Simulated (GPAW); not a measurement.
Crystal: Ti3S2.

```
CELL_PARAMETERS angstrom
2.71311 1.56642 3.23762
-2.71311 1.56642 3.23762
0.00000 -3.13283 3.23762
ATOMIC_POSITIONS crystal
Ti 0.00000 0.33565 0.66434
Ti 0.66434 0.00000 0.33565
Ti 0.33565 0.66434 0.00000
S 0.16784 0.16784 0.16784
S 0.83216 0.83216 0.83216
```

The cell comes from a database or a generator and needn't be the stable form of this composition.

| Property | Result |
| --- | --- |
| Program | GPAW 26.7.0 |
| Task | relaxation of cell and atoms |
| Functional | PBEsol |
| Dispersion | D4 |
| Potentials or basis | PAW data sets generated in the run's folder for this functional |
| Cutoff | 600 eV |
| Basis | pw |
| k mesh | 5 × 5 × 5 |
| Occupations | fermi-dirac, width 0.05 eV |
| Spin | no spin polarisation |

At the start: pressure -6.1 GPa; volume 16.51 Å³/atom.

Where does the relaxation end?

Over 11 steps the energy falls by 12.2 meV/atom and the volume is 15.75 Å³/atom (-4.6 %); space group R32 (No. 155, to 0.05 Å).

Step by step:
| step | energy change (eV) | largest force (eV/Å) | pressure (GPa) | volume (Å³) |
| --- | --- | --- | --- | --- |
| 1 | 0.0000 | 0.0466 | -6.12 | 82.56 |
| 2 | -0.0146 | 0.0405 | -5.46 | 82.11 |
| 3 | -0.0591 | 0.0889 | 0.28 | 78.73 |
| 4 | -0.0602 | 0.0683 | -0.06 | 78.90 |
| 5 | -0.0609 | 0.0423 | -0.20 | 78.95 |
| 6 | -0.0613 | 0.0500 | -0.24 | 78.92 |
| 7 | -0.0611 | 0.0474 | -0.13 | 78.84 |
| 8 | -0.0609 | 0.0312 | 0.00 | 78.75 |
| 9 | -0.0608 | 0.0124 | 0.06 | 78.71 |
| 10 | -0.0608 | 0.0064 | 0.04 | 78.72 |
| 11 | -0.0609 | 0.0132 | 0.00 | 78.74 |

Final structure:
```yaml
crystal:
  lattice:
    - [2.67041, 1.54176, 3.18745]
    - [-2.67041, 1.54176, 3.18745]
    - [0.00000, -3.08353, 3.18745]
  atoms:
    - { symbol: Ti, position: [0.00000, 0.33711, 0.66289] }
    - { symbol: Ti, position: [0.66289, 0.00000, 0.33711] }
    - { symbol: Ti, position: [0.33711, 0.66289, 0.00000] }
    - { symbol: S, position: [0.16731, 0.16731, 0.16731] }
    - { symbol: S, position: [0.83269, 0.83269, 0.83269] }
```

Caveat: later steps reuse the first step's grids; pairwise dispersion overbinds metals, which lowers pressure and volume.
